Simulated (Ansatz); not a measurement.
Crystal: Ta3AsAu2O13.

```
Ta As Au O
1.0
     5.72385   -0.00745   -0.00403
     1.30279    6.25499    0.00561
     0.27574    1.30074    8.36754
Ta As Au O
3 1 2 13
Direct
  0.21713 0.30521 0.58431
  0.03325 0.11123 0.99855
  0.58248 0.62145 0.50482
  0.58707 0.89691 0.83049
  0.58004 0.09228 0.18613
  0.04485 0.82077 0.44682
  0.66201 0.69726 0.71088
  0.51632 0.13418 0.69625
  0.85098 0.88773 0.91932
  0.34466 0.87003 0.94651
  0.73015 0.29240 0.03095
  0.24622 0.21809 0.11075
  0.12900 0.09398 0.49104
  0.48032 0.38887 0.43499
  0.05966 0.26685 0.78594
  0.93330 0.53240 0.45645
  0.49975 0.85161 0.34971
  0.25256 0.62988 0.62473
  0.91878 0.95175 0.22636
```

The cell was built by a generator and needn't be a form met in nature.

Base run:

- Program: Ansatz 0.2.0
- Functional: PBE
- Potentials or basis: Ansatz PAW
- Cutoff: 420 eV (not typed: the program's choice for these potentials)
- k mesh: 5 × 5 × 4
- Occupations: fermi-dirac, width 0.05 eV
- Spin: no spin polarisation
- Hubbard terms: Au d U = 6 eV, Ta d U = 6 eV

Its results: band gap on the k mesh 1.45 eV, direct; pressure 2.3 GPa; largest force 0.354 eV/Å.

Question: The run is repeated on the same cell with these changes: hubbard terms from Au d U = 6 eV, Ta d U = 6 eV to Au d U = 2 eV, Ta d U = 2 eV. What comes out?

Answer: Band gap on the k mesh 1.41 eV, indirect (least direct gap 1.44 eV); pressure 0.7 GPa; largest force 0.129 eV/Å.

Caveats: odd divisions of the mesh miss points on the zone boundary, where band edges often lie, so the gap on the mesh can be too wide; spin-orbit coupling is left out, which moves the levels of the heavy elements; the density of states is complete only up to the lowest level of the last band computed.

A k mesh can miss the band edges.
